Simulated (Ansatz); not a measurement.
# ZrSi3: the cost of one run

Computed with Ansatz 0.2.0 (DFT PBE, scalar-relativistic, plane waves, PAW, unless a step's input says otherwise).

1 further run of the same task is left out (it didn't finish).

**1. The structure to begin with**

It takes space group Pm-3m (No. 221, cubic). The conventional cell has a = 3.990 Å, b = 3.990 Å, c = 3.990 Å, α = 90.00°, β = 90.00°, γ = 90.00°. Zr (site symmetry m-3m) has 12 Si at 2.82 Å as nearest neighbours. Si (site symmetry 4/mmm) has 4 Zr at 2.82 Å and 8 Si at 2.82 Å as nearest neighbours.

Structure file:

```cif
data_structure
_symmetry_space_group_name_H-M 'Pm-3m'
_symmetry_Int_Tables_number 221
_cell_length_a 3.9899
_cell_length_b 3.9899
_cell_length_c 3.9899
_cell_angle_alpha 90.000
_cell_angle_beta 90.000
_cell_angle_gamma 90.000
_cell_volume 63.52
loop_
_atom_site_label
_atom_site_type_symbol
_atom_site_symmetry_multiplicity
_atom_site_Wyckoff_symbol
_atom_site_fract_x
_atom_site_fract_y
_atom_site_fract_z
_atom_site_occupancy
Zr1 Zr 1 a 0.00000 0.00000 0.00000 1
Si1 Si 3 c 0.00000 0.50000 0.50000 1
```

This cell comes from an earlier session at PBE: 15.880 Å³/atom at 0.00 GPa, on a 8×8×8 mesh.

The changes: atom 2 (Si) moved 0.08 Å along y; atom 4 (Si) moved 0.05 Å along y; strain e6 = +0.03, atoms carried along; strain e2 = -0.01, atoms carried along; all atoms moved at random (σ = 0.15 Å), cell strained at random (1 %); all atoms moved at random (σ = 0.15 Å), cell strained at random (1 %).

**2. Atom 2 (Si) moved 0.08 Å along y**

The input, input.yaml:

```yaml
crystal:
  lattice:
    - [3.9899433751, 0.0, 0.0]
    - [0.0, 3.9899433751, 0.0]
    - [0.0, 0.0, 3.9899433751]
  atoms:
    - { symbol: Zr, position: [0.0, 0.0, 0.0] }
    - { symbol: Si, position: [0.0, 0.5200504099, 0.5] }
    - { symbol: Si, position: [0.5, 0.5, 0.0] }
    - { symbol: Si, position: [0.5, 0.0, 0.5] }
basis:
  ecutwfc: 420
  ecutrho_ratio: 4
kpoints:
  mp_grid: { grid: [8, 8, 8] }
hamiltonian:
  xc: pbe
scf:
  occupations: { method: gaussian, width: 0.05 }
output:
  forces: true
  stress: true
  eigenvalues: true
  write_density: true
  write_potential: true
  elf: true
  volumetric_format: npy
```

Started as:

```sh
> ansatz run input.yaml --threads 2 --pin off --max-ram 2662MiB --backend cpu --events-out ev --progress --plain --runs-dir out
```

What time and memory should one allow on 2 threads of Arm Neoverse V2, shared host?

About 7.8 s, with a peak of 0.44 GiB.
